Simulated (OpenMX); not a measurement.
NbSi:

```
Nb Si
1.0
     0.00000    2.57383    2.57383
     2.57383    0.00000    2.57383
     2.57383    2.57383    0.00000
Nb Si
1 1
Cartesian
  0.0000 0.0000 0.0000
  2.5738 2.5738 2.5738
```

The cell was built by a generator and needn't be a form met in nature.

Base run:

```yaml
Program: OpenMX 3.8.5
Functional: PBE
Potentials_or_basis: OpenMX 2013 PBE set, Nb7.0-s3p2d2, Si7.0-s2p2d1, grid cutoff 400 Ry
k_mesh: 7 × 7 × 7
Occupations: fermi-dirac, width 0.05 eV
Spin: no spin polarisation
```

Its results: band gap on the k mesh none (metal or under the smearing width); pressure 1.3 GPa.

Problem. The run is repeated on the same cell with these changes: dispersion from none to D3. What comes out?

Solution. Band gap on the k mesh none (metal or under the smearing width); pressure -1.8 GPa.

Dispersion adds attraction, which lowers the pressure at fixed volume and, as a term added to the energy, leaves the levels alone.

Caveats: the basis of atomic orbitals isn't converged, which shifts pressures, moduli and gaps; pairwise dispersion overbinds metals, which lowers pressure and volume (some runs).

Not every run made on this cell is shown here.
